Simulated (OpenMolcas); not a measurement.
# W⁵⁺ among point charges: CASSCF and CASPT2 levels and susceptibility

Aim: the splitting of the states of W⁵⁺ in the field of 6 point charges, its lowest levels with spin-orbit coupling and its magnetic susceptibility.

Program: OpenMolcas 26.06. Level of theory: state-averaged CASSCF and CASPT2, spin-orbit coupling by RASSI with atomic mean-field integrals. These are calculated values, not measurements, unless marked.

### Step 1. The system

* Species: W⁵⁺ (tungsten, Z = 74, 69 electrons)
* Basis: ANO-RCC-VTZP [8s7p5d3f2g1h], 104 functions
* Scalar Hamiltonian: DKH2, point nucleus
* Inactive shells: 1s 2s 2p 3s 3p 3d 4s 4p 4d 4f 5s 5p
* Active space: 1 electron in 5 orbitals (5d)
* Some configurations of this space: 5d
* Orbitals: optimised for each spin and parity, averaged over all roots

The outer shells:

5d
```
5d [↑ ][  ][  ][  ][  ]
```

The ion sits among 6 point charges of -1.7 e arranged as a tetragonal octahedron (D4h), 1.87 Å from the ion, with the axial distance 2.113 Å.

Each step is its own input file, run in one work folder so that later steps find the files of earlier ones. Labels, J, g values, rates, χT and fits are worked out afterwards by a script from the matrices that RASSI stores. The input lists half of the charges; inversion (Group=XYZ) makes the rest.

### Step 2. One- and two-electron integrals

The input, a.inp:

```
&GATEWAY
Coord
1

W 0.0 0.0 0.0
Basis=ANO-RCC-VTZP
Group=XYZ
NoMove
AngMom=0.0 0.0 0.0
AMFI
XField
3 Angstrom 0
1.870000 0.000000 0.000000 -1.700000
0.000000 1.870000 0.000000 -1.700000
0.000000 0.000000 2.113100 -1.700000
&SEWARD
```

On the command line:

```
OMP_NUM_THREADS=1 MOLCAS_MEM=1689 MOLCAS_PROJECT=a pymolcas a.inp > a.log
```

Standard output:

```text
Basis set label: W.ANO-RCC...8S7P5D3F2G1H.

      Electronic valence basis set:
      ------------------
      Associated Effective Charge  74.000000 au
      Associated Actual Charge     74.000000 au
      Nuclear Model: Point charge

      Shell  nPrim  nBasis  Cartesian Spherical Contaminant
         s      24       8        X
         p      21       7        X
         d      15       5                 X
         f      11       3                 X
         g       4       2                 X
         h       2       1                 X
                  Relativistic Douglas-Kroll-Hess integrals:
                    - DKH order of Hamiltonian: 2
                    - DKH order of Properties : 0
                  Atomic mean-field integrals
```

### Step 3. CASSCF: doublets of even parity, 5 roots

The input, a.inp:

```
&RASSCF
FileOrb=start.orb
Symmetry=1
Spin=2
nActEl=1 0 0
Inactive=15 19
Ras2=5 0
CIRoot=5 5 1
SDav=5
CIMx=300
Iter=120 100
PrWF=0.3
OrbListing=Nothing
MaxOrb=0
>>> COPY $Project.JobIph JOB001
```

On the command line:

```
OMP_NUM_THREADS=1 MOLCAS_MEM=1689 MOLCAS_PROJECT=a pymolcas a.inp > a.log
```

start.orb holds the contracted functions of the basis, ordered by shell, or the orbitals of the step before.

Standard output, shortened:

```text
[...]
      Number of active orbitals                  5
[...]
      Spin quantum number                      0.5
[...]
      Active orbitals                            5   0
[...]
      Number of CSFs                             5
      Number of root(s) required                 5
[...]
      Convergence after 11 iterations
[...]
      Natural orbitals and occupation numbers for root  1
      sym 1:   0.000000  -0.000000   0.000000   1.000000   0.000000
      Natural orbitals and occupation numbers for root  2
      sym 1:   0.000000   1.000000   0.000000   0.000000   0.000000
      Natural orbitals and occupation numbers for root  3
      sym 1:   1.000000   0.000000   0.000000   0.000000   0.000000
::    RASSCF root number  1 Total energy: -16136.39400537
::    RASSCF root number  2 Total energy: -16136.39400537
::    RASSCF root number  3 Total energy: -16136.37437836
::    RASSCF root number  4 Total energy: -16136.35354130
::    RASSCF root number  5 Total energy: -16136.30712980
```

### Step 4. State interaction with spin-orbit coupling

The input, a.inp:

```
&RASSI
NrOfJobIphs=1 5
1 2 3 4 5
IphNames
JOB001
EJob
SpinOrbit
DIPRint=1.0
SOCoupling=1000.0
Subsets=2
Property=9
'ANGMOM' 1 'ANGMOM' 2 'ANGMOM' 3 'MLTPL  1' 1 'MLTPL  1' 2 'MLTPL  1' 3
'AMFI' 1 'AMFI' 2 'AMFI' 3
SOProperty=3
'ANGMOM' 1 'ANGMOM' 2 'ANGMOM' 3
```

On the command line:

```
OMP_NUM_THREADS=1 MOLCAS_MEM=1689 MOLCAS_PROJECT=a pymolcas a.inp > a.log
```

Standard output, shortened:

```text
SPIN-FREE ENERGIES:
  (Shifted by EMIN (a.u.) =     -16136.3940053672)
 SF State       Relative EMIN(au)   Rel lowest level(eV)    D:o, cm**(-1)      L_eff
     1             0.0000000000        0.0000000000              0.0000         2.0
     2             0.0000000000        0.0000000000              0.0000         2.0
     3             0.0196270040        0.5340779869           4307.6295         2.0
     4             0.0404640714        1.1010834761           8880.8372         2.0
     5             0.0868755708        2.3640047125          19066.9839         2.0
     Dipole printing threshold changed to   1.00000000E+00
Eigenvalues of complex Hamiltonian:
   -----------------------------------
  (Shifted by EMIN (a.u.) =     -16136.3940053672)
 SO State       Relative EMIN(au)   Rel lowest level(eV)    D:o, cm**(-1)     J-value
     1            -0.0146043132        0.0000000000              0.0000         1.6
     2            -0.0146043132        0.0000000000              0.0000         1.6
     3            -0.0026872720        0.3242792124           2615.4882         1.2
     4            -0.0026872720        0.3242792124           2615.4882         1.2
     5             0.0252709168        1.0850602870           8751.6014         1.8
     6             0.0252709168        1.0850602870           8751.6014         1.8
     7             0.0473540029        1.6859716711          13598.2786         2.3
     8             0.0473540029        1.6859716711          13598.2786         2.3
     9             0.0916333117        2.8908730459          23316.4636         1.2
    10             0.0916333117        2.8908730459          23316.4636         1.2
Weights of the five most important spin-orbit-free states for each spin-orbit state.
[...]
```

Time for these steps: 3.4 s (1 thread of Arm Neoverse V1, shared host).

States without spin-orbit coupling:

```
state  degeneracy  E (cm-1)  free-ion L (%)
   2E           2         0         D (100)
  2B2           1      4308         D (100)
  2A1           1      8881         D (100)
  2B1           1     19067         D (100)
```

With spin-orbit coupling:

```csv
E (cm-1),Degeneracy,Label,2S+1,g
0.0,2,E1/2,2,0.22 1.31 1.31
2615,2,E3/2,2,0.27 0.27 2.83
8752,2,E3/2,2,0.70 2.43 2.43
13598,2,E1/2,2,1.78 3.31 3.31
23316,2,E3/2,2,2.16 2.16 3.53
```

Principal g values are given for doublets only; a zero marks a field direction without first-order Zeeman splitting.

Powder χT (cm³ K/mol): 0.11 at 2 K, 0.11 at 5 K, 0.11 at 10 K, 0.11 at 20 K, 0.11 at 50 K, 0.11 at 100 K, 0.12 at 150 K, 0.12 at 200 K, 0.12 at 250 K, 0.12 at 300 K.

### Step 5. CASPT2: IPEA 0.25, imaginary shift 0.1 (closed shells correlated: 4f 5s 5p)

The input, a.inp:

```
>>> COPY JOB001 $Project.JobIph
&CASPT2
Multistate=5 1 2 3 4 5
NoMult
Frozen=14 9
IPEA=0.25
Imaginary=0.1
MaxIter=60
WThr=0.0 0.3 0.05
PrWF=0.5
NoMix
```

Standard output:

```text
Orbital specifications:
      -----------------------

      Symmetry species                           1   2
                                                ag  au
      Frozen orbitals                           14   9
      Inactive orbitals                          1  10
      Active orbitals                            5   0
      Secondary orbitals                        31  34
      Deleted orbitals                           0   0
      Number of basis functions                 51  53
Type of calculation                        SS-CASPT2
      Fock operator                              state-specific
      IPEA shift                                 0.25
      Real shift                                 0.00
      Imaginary shift                            0.10
      The input orbitals will be transformed to quasi-canonical
Reference energy:      -16136.3940053672
      E2 (Non-variational):      -1.0362820516
      Shift correction:          -0.0001068178
      E2 (Variational):          -1.0363888694
      Total energy:          -16137.4303942365
      Residual norm:              0.0000001136
      Reference weight:           0.92022
      Contributions to the CASPT2 correlation energy
      Active & Virtual Only:          0.0000000000
      One Inactive Excited:          -0.0626387772
      Two Inactive Excited:          -0.9736432744
Reference energy:      -16136.3940053671
      E2 (Non-variational):      -1.0362790594
      Shift correction:          -0.0001068129
      E2 (Variational):          -1.0363858722
      Total energy:          -16137.4303912394
      Residual norm:              0.0000001136
      Reference weight:           0.92022
      Contributions to the CASPT2 correlation energy
      Active & Virtual Only:          0.0000000000
      One Inactive Excited:          -0.0626387382
      Two Inactive Excited:          -0.9736403212
::    CASPT2 Root  1     Total energy: -16137.43039424
::    CASPT2 Root  2     Total energy: -16137.43039124
::    CASPT2 Root  3     Total energy: -16137.41053192
::    CASPT2 Root  4     Total energy: -16137.39050054
::    CASPT2 Root  5     Total energy: -16137.34478338
```

This run took 2.6 s in all on 1 thread of Arm Neoverse V1, shared host.

SS-CASPT2: lowest energy less the reference's lowest, -1.0364 hartree; reference weights 0.920.

Spin-free states, with their symmetry labels:

```
state  degeneracy  E (cm-1)  free-ion L (%)
   2E           2         0         D (100)
  2B2           1      4359         D (100)
  2A1           1      8755         D (100)
  2B1           1     18789         D (100)
```

With spin-orbit coupling:

| E (cm-1) | Degeneracy | Label | 2S+1 | g |
| --- | --- | --- | --- | --- |
| 0 | 2 | E1/2 | 2 | 0.22 1.31 1.31 |
| 2630 | 2 | E3/2 | 2 | 0.27 0.27 2.85 |
| 8800 | 2 | E3/2 | 2 | 0.70 2.43 2.43 |
| 13500 | 2 | E1/2 | 2 | 1.78 3.32 3.32 |
| 23070 | 2 | E3/2 | 2 | 2.16 2.16 3.56 |

Powder χT (cm³ K/mol): 0.11 at 2 K, 0.11 at 5 K, 0.11 at 10 K, 0.11 at 20 K, 0.11 at 50 K, 0.11 at 100 K, 0.12 at 150 K, 0.12 at 200 K, 0.12 at 250 K, 0.12 at 300 K.

### Step 6. The methods side by side

A. CASSCF
B. SS-CASPT2, IPEA 0.25, imaginary shift 0.1 (closed shells correlated: 4f 5s 5p)

```
method  ground state  first state of that spin (cm-1)  first gap with spin-orbit (cm-1)  χT at 300 K
     A            2E                         2B2 4308                            2615.5         0.12
     B            2E                         2B2 4359                            2633.1         0.12
```

### Step 7. Summary of results

| quantity | value |
| --- | --- |
| method | SS-CASPT2, IPEA 0.25, imaginary shift 0.1 (closed shells correlated: 4f 5s 5p) |
| spin-free ground state | 2E, 2-fold in its orbital part |
| first state of the same spin within the active space | 2B2 at 4360 cm⁻¹ |
| lowest level | 2-fold E1/2, g = 0.22, 1.31, 1.31 |
| next level | 2633.1 cm⁻¹ |
| χT at 300 K | 0.12 cm³ K/mol |
| effective moment at 300 K | 1.00 μB |

Cost by method:

```
                                                 method  time of its own steps  time with the reference
                                              A. CASSCF                  3.4 s                    3.4 s
B. SS-CASPT2, IPEA 0.25, imaginary shift 0.1, +4f 5s 5p                  2.6 s                      6 s
```

Times are of one thread on a shared host.

The spin-free ground state (2E) comes to 100 % from free-ion D terms and keeps the highest spin of the shell. χT at 300 K is 0.12, against 0.38 cm³ K/mol for the spin alone, so orbital moment lowers it. The field of point charges can differ much from that of real complexes. Point charges carry no covalency, so the field is a model and not that of real ligands.
